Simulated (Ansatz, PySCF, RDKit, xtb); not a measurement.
**Which structure has the formula C2H2Ga?**

Task: start from the formula C2H2Ga (odd number of electrons), draw up candidate structures, narrow them down in stages, and characterise the one that lies lowest at 298.15 K.

The funnel: GFN2-xTB relaxations, single points with a density functional, relaxations at B3LYP-D3(BJ)/6-311G**, harmonic vibrations, and a last energy at a higher level. All values are calculated.

6 further runs of the same task are left out: 6 set aside as unsound or not needed.

**1. Drawing up candidates**

A program enumerates the bonding patterns with one Lewis structure each (two rings at most, one unusual centre or charged pair), with their diastereomers. O–O, O–halogen and N–halogen bonds and N–N–N chains are not drawn. That gives 8 candidates.

| label | SMILES | spin |
| --- | --- | --- |
| c030 | C=[C][Ga] | doublet |
| c112 | [C]1[CH2][Ga]1 | doublet |
| c421 | [C]=[CH][GaH] | doublet |
| c481 | [CH]=[CH][Ga] | doublet |
| c497 | [C]#[C][GaH2] | doublet |
| c501 | [CH]1=[CH][Ga]1 | doublet |
| c506 | C#[C][GaH] | doublet |
| c783 | [C]1=[CH][GaH]1 | doublet |

Candidates are built by distance geometry, with a force field where one applies, in up to four conformers (letters a to d). 6 starts with atoms placed at random are added, to find patterns that the rules miss.

**Question.** With final energies at CCSD(T)/def2-SVP + MP2/def2-TZVPP - MP2/def2-SVP, which structure will this search put lowest in free energy, and by what margin?

| quantity | value |
| --- | --- |
| lowest structure found | C=[C][Ga], doublet, C2v |
| next finalist | [CH]1=[CH][Ga]1, doublet, 2.4 kcal/mol higher in G |
| share at equilibrium, among the finalists | 98.3 % |
| harmonic wavenumbers, lowest and highest (B3LYP-D3(BJ)/6-311G**) | 92 and 3079 cm⁻¹ |
| rotational constants, same geometry | 9.804, 0.1063, 0.1052 cm⁻¹ |
| dipole moment (PBE0/def2-TZVPD) | 0.69 D |
| HOMO energy (highest over α and β) (PBE0/def2-TZVPD) | -5.96 eV |
| LUMO energy (lowest over α and β) (PBE0/def2-TZVPD) | -2.40 eV |
| lowest excitation (TD-PBE0/def2-SVPD) | 2.25 eV (f = 0.005) |
| strongest of the states computed, same level | 3.81 eV (f = 0.011) |
| vertical ionisation energy (to the singlet cation) | 8.07 eV |
| vertical electron affinity | 0.77 eV |
| vertical quartet less doublet | +2.49 eV |

The search ends on `C=[C][Ga]`. The margin, 2.4 kcal/mol, is modest. GFN2-xTB, HF/STO-3G, r2SCAN-D4/def2-SVP, B3LYP-D3(BJ)/6-311G** and HF/def2-SVP already put its bonding pattern lowest among the structures in one piece; MP2/def2-SVP favours the doublet [CH]1=[CH][Ga]1. The stability test raises a flag; for an open shell a flag towards a general spinor solution can be the free rotation of the spin. Lowest found is not proven lowest: the search is finite, and each finalist counts with one conformer.
